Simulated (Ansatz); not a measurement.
# AlB₂H₅Zn: basis-set convergence

Aim: see how fast density functionals converge with the basis set for AlB₂H₅Zn.

Computed with Ansatz 0.2.0, Gaussian basis. Level: one geometry, several basis sets.

The runs, in order: PBE0-D4/def2-SVP; ωB97M-V/def2-SVP; PBE0-D4/def2-QZVPP; ωB97M-V/def2-QZVPP; the functionals' def2-TZVPP values are taken from earlier runs.

## Step 1: The relaxed structure

The geometry comes from an earlier relaxation with PBE0-D4 in a triple-zeta def2 set; it is a stationary point, not always the lowest conformer.

9 atoms, charge 0, spin multiplicity 1.

Atoms are counted from 1 here; the program's logs count them from 0.

Bond lengths: B1–B2 1.526 Å, B1–Zn3 2.238 Å, B1–H5 1.209 Å, B1–H6 1.209 Å, B2–Zn3 2.357 Å, B2–H7 1.185 Å, Al4–H8 1.597 Å, Al4–H9 1.596 Å. Angles: B2–B1–Zn3 74.9°, B2–B1–H5 120.9°, B2–B1–H6 120.7°, Zn3–B1–H5 94.2°, Zn3–B1–H6 94.6°, H5–B1–H6 117.9°, B1–B2–Zn3 66.4°, B1–B2–H7 177.8°, Zn3–B2–H7 115.7°, B1–Zn3–B2 38.7°, H8–Al4–H9 115.4°.

## Step 2: PBE0-D4 in def2-SVP

The input, in.yaml:

```yaml
crystal:
  periodic: [false, false, false]
  atoms:
    - {symbol: B, position_ang: [0.604556, 1.506446, -1.247530]}
    - {symbol: B, position_ang: [1.727861, 0.480994, -1.369627]}
    - {symbol: Zn, position_ang: [0.008498, -0.176225, 0.102625]}
    - {symbol: Al, position_ang: [-1.412001, -1.467972, 1.734779]}
    - {symbol: H, position_ang: [-0.387033, 1.424487, -1.934069]}
    - {symbol: H, position_ang: [0.617878, 2.335745, -0.368565]}
    - {symbol: H, position_ang: [2.621776, -0.287086, -1.491769]}
    - {symbol: H, position_ang: [-1.325083, -3.057795, 1.862696]}
    - {symbol: H, position_ang: [-2.456462, -0.758597, 2.711460]}
basis:
  gaussian: {orbitals: def2-SVP}
hamiltonian: {xc: pbe0, dispersion: d4}
output: {orbitals: {seedname: orbitals}}
```

The runs that follow: ωB97M-V in def2-SVP; PBE0-D4 in def2-QZVPP; ωB97M-V in def2-QZVPP.

Q: Predict the results of all the runs planned. Wanted: PBE0-D4: double and triple zeta above quadruple; ωB97M-V: double and triple zeta above quadruple.

As calculated:

```
                                       quantity           value
PBE0-D4: double and triple zeta above quadruple  12.26, 1.44 eV
ωB97M-V: double and triple zeta above quadruple  12.35, 1.41 eV
```

In words: PBE0-D4 gains 10.81 eV from double to triple zeta, then 1.44 eV more. These are total energies; as a rule much of such shifts cancels in differences, which this series doesn't test.
